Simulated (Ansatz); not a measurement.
# CH₂BFN₂: one species, many methods

The task here is to estimate one member of a computed series from the others.

Method: functionals in def2-TZVPP, the program's frozen cores in correlated methods; program: Ansatz 0.2.0, Gaussian basis.

Levels to be run: LDA (SPW92), PBE-D4, revPBE-D4, BLYP-D4, r2SCAN-D4, B97M-V, PBE0-D4, B3LYP-D4, r2SCANh-D4, r2SCAN0-D4, HSE06-D4, BHLYP-D4, CAM-B3LYP-D4, LC-ωPBE, ωB97X-V, ωB97M-V, B2PLYP, PBE-QIDH; CCSD(T)/def2-SVP; CCSD(T)/def2-TZVPP; MP2/def2-QZVPP; extrapolation to the limit; RPA on PBE.

### The geometry

The geometry comes from an earlier relaxation with PBE0-D4 in a triple-zeta def2 set; it is a stationary point, not always the lowest conformer.

7 atoms, charge 0, spin multiplicity 1.

Atoms are counted from 1 here; the program's logs count them from 0.

Bond lengths: F1–B2 1.304 Å, B2–N3 1.477 Å, B2–N5 1.480 Å, N3–C4 1.291 Å, C4–N5 1.414 Å, C4–H6 1.092 Å, N5–H7 1.011 Å. Angles: F1–B2–N3 133.6°, F1–B2–N5 131.1°, N3–B2–N5 94.7°, B2–N3–C4 79.9°, N3–C4–N5 107.0°, N3–C4–H6 128.7°, N5–C4–H6 124.4°, B2–N5–C4 76.0°, B2–N5–H7 128.6°, C4–N5–H7 121.7°.

Set-up of the first run:

The input, in.yaml:

```yaml
crystal:
  periodic: [false, false, false]
  atoms:
    - {symbol: F, position_ang: [0.939417, -1.815642, -0.882312]}
    - {symbol: B, position_ang: [0.234528, -0.915532, -0.254549]}
    - {symbol: N, position_ang: [-0.102733, -0.696093, 1.166982]}
    - {symbol: C, position_ang: [-0.321218, 0.486364, 0.697016]}
    - {symbol: N, position_ang: [-0.324240, 0.376211, -0.713102]}
    - {symbol: H, position_ang: [-0.471465, 1.420632, 1.242564]}
    - {symbol: H, position_ang: [0.106814, 1.076059, -1.302201]}
basis:
  gaussian: {orbitals: def2-TZVPP}
hamiltonian: {xc: lda}
output: {orbitals: {seedname: orbitals}}
```

The run is started by

```console
$ ansatz run in.yaml --threads 2 --pin off --events-out ev --progress --plain --max-ram 4352MiB
```

Steps of the session up to this table: LDA; PBE-D4 (GGA); revPBE-D4 (GGA); BLYP-D4 (GGA); r2SCAN-D4 (meta-GGA); B97M-V (meta-GGA); B3LYP-D4 (hybrid); r2SCANh-D4 (hybrid); r2SCAN0-D4 (hybrid); HSE06-D4 (hybrid); BHLYP-D4 (hybrid); CAM-B3LYP-D4 (range-separated); LC-ωPBE (range-separated); ωB97X-V (range-separated); ωB97M-V (range-separated); B2PLYP (double hybrid); PBE-QIDH (double hybrid).

One of the session's tables, all rows but one given; the rest of the session is left out.

It belongs to the step «Frontier levels by functional». 

```
  functional  HOMO (eV)  gap (eV)
 LDA (SPW92)      -6.56      3.92
      PBE-D4      -6.35      4.02
   revPBE-D4      -6.28      4.07
     BLYP-D4      -6.22      4.01
   r2SCAN-D4      -6.61      4.57
      B97M-V      -6.64      4.73
     PBE0-D4          ?         ?
    B3LYP-D4      -7.44      5.93
  r2SCANh-D4      -7.10      5.46
  r2SCAN0-D4      -7.85      6.79
    HSE06-D4      -7.26      5.64
    BHLYP-D4      -8.87      8.80
CAM-B3LYP-D4      -9.06      8.98
     LC-ωPBE     -10.43     11.62
     ωB97X-V     -10.04     11.17
     ωB97M-V      -9.95     10.94
```

**Question.** Estimate the row for PBE0-D4.

The run gave: HOMO (eV): -7.67; gap (eV): 6.43. In the column «HOMO (eV)» it lies between r2SCAN0-D4 (-7.85) and B3LYP-D4 (-7.44).
